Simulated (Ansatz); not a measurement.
# C₂H₆ClFSi: up Jacob's ladder to CCSD(T)

One table from this session's results is given with a row withheld; the runs are named, their logs left out.

The runs use Ansatz 0.2.0, Gaussian basis; functionals in def2-TZVPP, the program's frozen cores in correlated methods.

Plan: PBE-D4, r2SCAN-D4, PBE0-D4, B3LYP-D4, ωB97X-V, ωB97M-V, B2PLYP; CCSD(T)/def2-TZVPP; MP2/def2-QZVPP; extrapolation to the limit.

## The geometry

The geometry comes from an earlier relaxation with PBE0-D4 in a triple-zeta def2 set; it is a stationary point, not always the lowest conformer.

SMILES `FCC[SiH2]Cl`, 11 atoms, charge 0, spin multiplicity 1.

Atoms are counted from 1 here; the program's logs count them from 0.

Bond lengths: F1–C2 1.386 Å, C2–C3 1.510 Å, C2–H6 1.094 Å, C2–H7 1.094 Å, C3–Si4 1.873 Å, C3–H8 1.096 Å, C3–H9 1.096 Å, Si4–Cl5 2.062 Å, Si4–H10 1.483 Å, Si4–H11 1.479 Å. Angles: F1–C2–C3 109.9°, F1–C2–H6 107.3°, F1–C2–H7 107.6°, C3–C2–H6 111.7°, C3–C2–H7 111.3°, H6–C2–H7 108.9°, C2–C3–Si4 114.7°, C2–C3–H8 110.2°, C2–C3–H9 108.9°, Si4–C3–H8 108.1°, Si4–C3–H9 107.8°, H8–C3–H9 106.8°, C3–Si4–Cl5 108.7°, C3–Si4–H10 109.6°, C3–Si4–H11 113.0°, Cl5–Si4–H10 107.6°, Cl5–Si4–H11 107.8°, H10–Si4–H11 109.9°.

As a file:

```xyz
11
C2H6ClFSi
F    -1.7013    1.0632    0.3319
C    -0.4703    1.3048   -0.2579
C     0.1387    0.0057   -0.7301
Si    0.3346   -1.2975    0.6007
Cl    1.4437   -0.5018    2.1457
H    -0.6381    1.9976   -1.0875
H     0.1635    1.7917    0.4888
H    -0.4647   -0.4227   -1.5388
H     1.1305    0.2095   -1.1483
H     1.0862   -2.4551    0.0578
H    -0.9576   -1.7523    1.1583
```

Set-up of the first run:

in.yaml

```yaml
crystal:
  periodic: [false, false, false]
  atoms:
    - {symbol: F, position_ang: [-1.701345, 1.063194, 0.331912]}
    - {symbol: C, position_ang: [-0.470282, 1.304779, -0.257856]}
    - {symbol: C, position_ang: [0.138685, 0.005683, -0.730137]}
    - {symbol: Si, position_ang: [0.334609, -1.297508, 0.600673]}
    - {symbol: Cl, position_ang: [1.443729, -0.501820, 2.145733]}
    - {symbol: H, position_ang: [-0.638104, 1.997581, -1.087510]}
    - {symbol: H, position_ang: [0.163494, 1.791654, 0.488751]}
    - {symbol: H, position_ang: [-0.464690, -0.422662, -1.538832]}
    - {symbol: H, position_ang: [1.130546, 0.209523, -1.148322]}
    - {symbol: H, position_ang: [1.086223, -2.455105, 0.057784]}
    - {symbol: H, position_ang: [-0.957565, -1.752321, 1.158304]}
basis:
  gaussian: {orbitals: def2-TZVPP}
hamiltonian: {xc: pbe, dispersion: d4}
output: {forces: true, orbitals: {seedname: orbitals}}
```

On the command line:

```
$ ansatz run in.yaml --threads 4 --pin off --events-out ev --progress --plain --max-ram 10444MiB
```

Among the steps run: PBE-D4 (GGA); r2SCAN-D4 (meta-GGA); PBE0-D4 (hybrid); B3LYP-D4 (hybrid); ωB97X-V (range-separated); ωB97M-V (range-separated); B2PLYP (double hybrid); CCSD(T) in def2-TZVPP; MP2 in def2-QZVPP.

One of the session's tables, all rows but one given; the rest of the session is left out.

| method | atomisation energy (kJ/mol) |
| --- | --- |
| PBE-D4 | 4008.9 |
| r2SCAN-D4 | 3966.7 |
| PBE0-D4 | 3959.6 |
| B3LYP-D4 | 3943.4 |
| ωB97X-V | 3974.4 |
| ωB97M-V | 3971.1 |
| B2PLYP | 3906.1 |
| HF/def2-TZVPP | 2968.3 |
| MP2/def2-TZVPP | ? |
| CCSD/def2-TZVPP | 3809.5 |
| CCSD(T)/def2-TZVPP | 3860.2 |
| MP2/CBS | 4017.8 |
| CCSD(T)/CBS | 3960.0 |

Estimate the missing values for MP2/def2-TZVPP.

The run gave: atomisation energy (kJ/mol): 3918.0. In the column «atomisation energy (kJ/mol)» it lies between B2PLYP (3906.1) and B3LYP-D4 (3943.4).
